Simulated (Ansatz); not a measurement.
# C9H17NZr: small, medium and large basis sets

Aim: see how fast density functionals converge with the basis set for C9H17NZr.

The runs use Ansatz 0.2.0, Gaussian basis; one geometry, several basis sets.

The runs, in order: PBE0-D4/def2-SVP; ωB97M-V/def2-SVP; PBE0-D4/def2-QZVPP; ωB97M-V/def2-QZVPP; the functionals' def2-TZVPP values are taken from earlier runs.

## (1) The relaxed structure

All runs share one geometry, relaxed beforehand with PBE0-D4 in a triple-zeta def2 set. Zr takes the def2 core potential; no spin-orbit term is included.

SMILES `C[N](C)[Zr]1234([CH3])([CH3])[C@H]5[C@@H]1[C@@H]2[C@@H]3[C@H]54`, 28 atoms, charge 0, spin multiplicity 1.

Atoms are counted from 1 here; the program's logs count them from 0.

Bond lengths: C1–N2 1.439 Å, C1–H12 1.095 Å, C1–H13 1.101 Å, C1–H14 1.100 Å, N2–C3 1.440 Å, N2–Zr4 2.038 Å, C3–H15 1.100 Å, C3–H16 1.095 Å, C3–H17 1.101 Å, Zr4–C5 2.245 Å, Zr4–C6 2.245 Å, Zr4–C7 2.568 Å, Zr4–C8 2.567 Å, Zr4–C9 2.518 Å, Zr4–C10 2.509 Å, Zr4–C11 2.520 Å, C5–H18 1.096 Å, C5–H19 1.095 Å and more. Angles: N2–C1–H12 110.9°, N2–C1–H13 112.0°, N2–C1–H14 111.6°, H12–C1–H13 107.8°, H12–C1–H14 107.0°, H13–C1–H14 107.3°, C1–N2–C3 112.9°, C1–N2–Zr4 123.0°, C3–N2–Zr4 122.8°, N2–C3–H15 111.6°, N2–C3–H16 110.9°, N2–C3–H17 112.0°, H15–C3–H16 107.0°, H15–C3–H17 107.3°, H16–C3–H17 107.8°, N2–Zr4–C5 106.4°, N2–Zr4–C6 106.4°, N2–Zr4–C7 140.4° and more.

## (2) PBE0-D4 in def2-SVP

File in.yaml:

```yaml
crystal:
  periodic: [false, false, false]
  atoms:
    - {symbol: C, position_ang: [-1.737247, -2.123450, 0.410893]}
    - {symbol: N, position_ang: [-0.982216, -1.045345, 0.993740]}
    - {symbol: C, position_ang: [-0.641698, -1.281201, 2.372414]}
    - {symbol: Zr, position_ang: [-0.136976, 0.442398, -0.112985]}
    - {symbol: C, position_ang: [-1.633385, 0.980762, -1.697971]}
    - {symbol: C, position_ang: [-0.000417, 2.234775, 1.232565]}
    - {symbol: C, position_ang: [1.537371, 0.776178, -2.031061]}
    - {symbol: C, position_ang: [2.177694, 1.249934, -0.872797]}
    - {symbol: C, position_ang: [2.361928, 0.155419, 0.001674]}
    - {symbol: C, position_ang: [1.850442, -1.000256, -0.624813]}
    - {symbol: C, position_ang: [1.324405, -0.611752, -1.874641]}
    - {symbol: H, position_ang: [-1.944205, -1.927686, -0.646274]}
    - {symbol: H, position_ang: [-1.202607, -3.084248, 0.476435]}
    - {symbol: H, position_ang: [-2.708328, -2.254344, 0.910157]}
    - {symbol: H, position_ang: [-1.538591, -1.354452, 3.004566]}
    - {symbol: H, position_ang: [-0.035512, -0.460775, 2.770318]}
    - {symbol: H, position_ang: [-0.071273, -2.214399, 2.502776]}
    - {symbol: H, position_ang: [-1.420002, 1.951083, -2.160899]}
    - {symbol: H, position_ang: [-1.746237, 0.253219, -2.508746]}
    - {symbol: H, position_ang: [-2.606787, 1.065086, -1.192965]}
    - {symbol: H, position_ang: [0.774621, 2.189037, 2.004976]}
    - {symbol: H, position_ang: [0.154113, 3.164685, 0.673256]}
    - {symbol: H, position_ang: [-0.970807, 2.316834, 1.743694]}
    - {symbol: H, position_ang: [1.235851, 1.367727, -2.882268]}
    - {symbol: H, position_ang: [2.459358, 2.272234, -0.670644]}
    - {symbol: H, position_ang: [2.815745, 0.198682, 0.981651]}
    - {symbol: H, position_ang: [1.843991, -1.998637, -0.212901]}
    - {symbol: H, position_ang: [0.840808, -1.261520, -2.590159]}
basis:
  gaussian: {orbitals: def2-SVP}
hamiltonian: {xc: pbe0, dispersion: d4}
output: {orbitals: {seedname: orbitals}}
```

The run is started by

```console
ansatz run in.yaml --threads 11 --pin off --events-out ev --progress --plain --max-ram 174080MiB --backend cpu
```

Further steps of the session: ωB97M-V in def2-SVP; PBE0-D4 in def2-QZVPP; ωB97M-V in def2-QZVPP.

Before running them: what should the planned runs give, taken together? Wanted: PBE0-D4: double and triple zeta above quadruple; ωB97M-V: double and triple zeta above quadruple.

**Answer**, as computed:

| quantity | value |
| --- | --- |
| PBE0-D4: double and triple zeta above quadruple | 13.06, 0.70 eV |
| ωB97M-V: double and triple zeta above quadruple | 13.72, 0.67 eV |

What this shows: For PBE0-D4 the step from double to triple zeta gains 12.36 eV and the next only 0.70 eV. These are total energies; as a rule much of such shifts cancels in differences, which this series doesn't test. The LUMO of ωB97M-V is positive and keeps falling with the basis (1.40 to 0.74 eV): an unbound level that the basis holds in place.
